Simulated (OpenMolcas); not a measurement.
# Tl²⁺: CASSCF and CASPT2 terms and fine-structure levels

Aim: the low terms and levels of Tl²⁺, with their order and spacing, then second-order correlation under several settings.

Method: state-averaged CASSCF and CASPT2, spin-orbit coupling by RASSI with atomic mean-field integrals. Code: OpenMolcas 26.06.

### 1 The system

- Species: Tl²⁺ (thallium, Z = 81, 79 electrons)
- Basis: ANO-R1 [7s6p4d2f], 59 functions
- Scalar Hamiltonian: X2C, finite nucleus
- Inactive shells: 1s 2s 2p 3s 3p 3d 4s 4p 4d 4f 5s 5p 5d
- Active space: 1 electron in 4 orbitals (6s 6p)
- Some configurations of this space: 6p, 6s
- Orbitals: optimised for each spin and parity, averaged over the low roots

Outer shells as boxes (Hund's rule):

6p
```
6p [↑ ][  ][  ]
```

6s
```
6s [↑ ]
```

Each step is its own input file, run in one work folder so that later steps find the files of earlier ones. Labels, J, g values, rates, χT and fits are worked out afterwards by a script from the matrices that RASSI stores.

### 2 GATEWAY and SEWARD: basis and integrals

File a.inp:

```
&GATEWAY
Coord
1

Tl 0.0 0.0 0.0
Basis=ANO-R1
Group=XYZ
NoMove
AngMom=0.0 0.0 0.0
AMFI
&SEWARD
```

On the command line:

```
> OMP_NUM_THREADS=1 MOLCAS_MEM=2252 MOLCAS_PROJECT=a pymolcas a.inp > a.log
```

### 3 Reference wave functions, doublets of even parity, 1 root

File a.inp:

```
&RASSCF
FileOrb=start.orb
Symmetry=1
Spin=2
nActEl=1 0 0
Inactive=20 19
Ras2=1 3
CIRoot=1 1 1
SDav=1
CIMx=300
Iter=120 100
PrWF=0.3
OrbListing=Nothing
MaxOrb=0
Atom
>>> COPY $Project.JobIph JOB001
```

start.orb holds the contracted functions of the basis, ordered by shell, or the orbitals of the step before.

### 4 Reference wave functions, doublets of odd parity, 3 roots

File a.inp:

```
&RASSCF
FileOrb=start.orb
Symmetry=2
Spin=2
nActEl=1 0 0
Inactive=20 19
Ras2=1 3
CIRoot=3 3 1
SDav=3
CIMx=300
Iter=120 100
PrWF=0.3
OrbListing=Nothing
MaxOrb=0
Atom
>>> COPY $Project.JobIph JOB002
```

### 5 State interaction with spin-orbit coupling

File a.inp:

```
&RASSI
NrOfJobIphs=2 1 3
1
1 2 3
IphNames
JOB001
JOB002
EJob
SpinOrbit
DIPRint=1.0
SOCoupling=1000.0
Subsets=2
MEES
Property=10
'ANGMOM' 1 'ANGMOM' 2 'ANGMOM' 3 'MLTPL  1' 1 'MLTPL  1' 2 'MLTPL  1' 3
'AMFI' 1 'AMFI' 2 'AMFI' 3 'MLTPL  2' 6
SOProperty=3
'ANGMOM' 1 'ANGMOM' 2 'ANGMOM' 3
```

### 6 CASPT2: IPEA 0.4, real shift 0.2 (closed shells correlated: 5d), extended multistate

File a.inp:

```
>>> COPY JOB001 $Project.JobIph
&CASPT2
Multistate=1 1
Frozen=15 19
IPEA=0.4
Shift=0.2
MaxIter=60
WThr=0.0 0.3 0.05
PrWF=0.5
NoMix
>>> COPY JOB002 $Project.JobIph
&CASPT2
XMultistate=3 1 2 3
Frozen=15 19
IPEA=0.4
Shift=0.2
MaxIter=60
WThr=0.0 0.3 0.05
PrWF=0.5
NoMix
```

### 7 CASPT2: IPEA 0, sigma1 regulariser 0.1 (closed shells correlated: 5d)

File a.inp:

```
>>> COPY JOB001 $Project.JobIph
&CASPT2
Multistate=1 1
Frozen=15 19
IPEA=0.0
Sig1=0.1
MaxIter=60
WThr=0.0 0.3 0.05
PrWF=0.5
NoMix
>>> COPY JOB002 $Project.JobIph
&CASPT2
Multistate=3 1 2 3
Frozen=15 19
IPEA=0.0
Sig1=0.1
MaxIter=60
WThr=0.0 0.3 0.05
PrWF=0.5
NoMix
```

### 8 CASPT2: IPEA 0.1, real shift 0.05 (closed shells correlated: 5d)

a.inp, as its differences from that of step 7:

```diff
@@ -4,4 +4,4 @@
 Frozen=15 19
-IPEA=0.0
-Sig1=0.1
+IPEA=0.1
+Shift=0.05
 MaxIter=60
@@ -14,4 +14,4 @@
 Frozen=15 19
-IPEA=0.0
-Sig1=0.1
+IPEA=0.1
+Shift=0.05
 MaxIter=60
```

(Steps that only read results are left out.)

What does the calculation give? Wanted: lowest level; first excited level; strongest of the lines computed, by gA, at SS-CASPT2 energies.

The runs gave:

| quantity | value |
| --- | --- |
| method | XMS-CASPT2, IPEA 0.4, real shift 0.2 (closed shells correlated: 5d) |
| lowest level | 6s 2S 1/2, 100 % of that term, g = 2.002 |
| ground level listed by NIST | 2S1/2 |
| first excited level | 6p 2P* 1/2 at 68360 cm-1 |
| strongest of the lines computed, by gA, at SS-CASPT2 energies | 6p 2P* 3/2 → 6s 2S 1/2, 121.4 nm, A = 2.27e+09 s⁻¹ |

Cost and accuracy by method:

```
                                           method  time of its own steps  time with the reference  mean absolute difference from the measured levels (cm-1)
                                        A. CASSCF                  6.2 s                    6.2 s                                                       640
     B. XMS-CASPT2, IPEA 0.4, real shift 0.2, +5d                 0.68 s                    6.9 s                                                      3600
C. SS-CASPT2, IPEA 0, sigma1 regulariser 0.1, +5d                 0.73 s                      7 s                                                      4100
     D. SS-CASPT2, IPEA 0.1, real shift 0.05, +5d                 0.73 s                      7 s                                                      4100
```

Times are of one thread on a shared host.

Method A lies closest to the measured levels (640 cm⁻¹ on average) and D farthest (4100). Only the configurations of the active space and the roots asked for are present. Spin-orbit splittings of 6p shells come out too small at this level. Only valence configurations of the active space appear, up to the ionisation limit; * or ° marks odd parity.
